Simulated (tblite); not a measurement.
# C5H14NPSi2: the cost of one run

Computed with tblite 0.8.0 and PySCF 2.14.0, with density-fitted response routines of our own, on a single molecule in the gas phase. Atoms are numbered from 0 throughout.

## Step 1: The molecule as given

23 atoms, charge 0, multiplicity 1; geometry from: force field or distance geometry start.

Bonds of the start (Å): C0–C1 1.52, C1–C2 1.55, C1–N3 1.46, N3–Si4 1.69, Si4–C5 1.86, C5–C6 1.21, C6–Si7 1.88, Si7–P8 2.21, C0–H9 1.10, C0–H10 1.10, C0–H11 1.10, C1–H12 1.08, C2–H13 1.09, C2–H14 1.09, C2–H15 1.10, N3–H16 1.03, Si4–H17 1.48, Si4–H18 1.47, Si7–H19 1.49, Si7–H20 1.48, P8–H21 1.42, P8–H22 1.41.

## Step 2: Geometry optimisation with GFN2-xTB

The job: settings as JSON, then the geometry in Å.

```
{"job": {"kind": "relax", "xc": "GFN2-xTB", "basis": "xTB"}, "charge": 0, "multiplicity": 1}
C     -3.185700     1.144400     0.182100
C     -1.803300     0.928700    -0.414300
C     -0.726000     1.353200     0.611800
N     -1.679900    -0.481300    -0.774000
Si    -0.573400    -1.179900    -1.850300
C      1.074900    -1.352100    -1.008100
C      2.130900    -1.433400    -0.430500
Si     3.752100    -1.519000     0.510200
P      3.668900     0.050700     2.069300
H     -3.347700     2.202000     0.438300
H     -3.350200     0.558600     1.094200
H     -3.976000     0.862600    -0.534000
H     -1.718900     1.552900    -1.291200
H      0.275700     1.294900     0.180800
H     -0.766200     0.744900     1.513300
H     -0.898200     2.397900     0.926100
H     -1.698600    -1.058300     0.077600
H     -0.491700    -0.302500    -3.043500
H     -1.106700    -2.503800    -2.221100
H      3.917700    -2.839200     1.174500
H      4.895200    -1.244700    -0.383400
H      3.221600     1.102900     1.227400
H      2.380900    -0.252300     2.568500
```

Started as:

```bash
$ OMP_NUM_THREADS=1 python probes_run.py task.json out
```

This one command runs all jobs of the session in turn.

**Question.** How long does this first job take on 1 thread of Arm Neoverse V1, shared host, and how much memory does it need?

About 1.8 s, with a peak of 0.18 GiB.
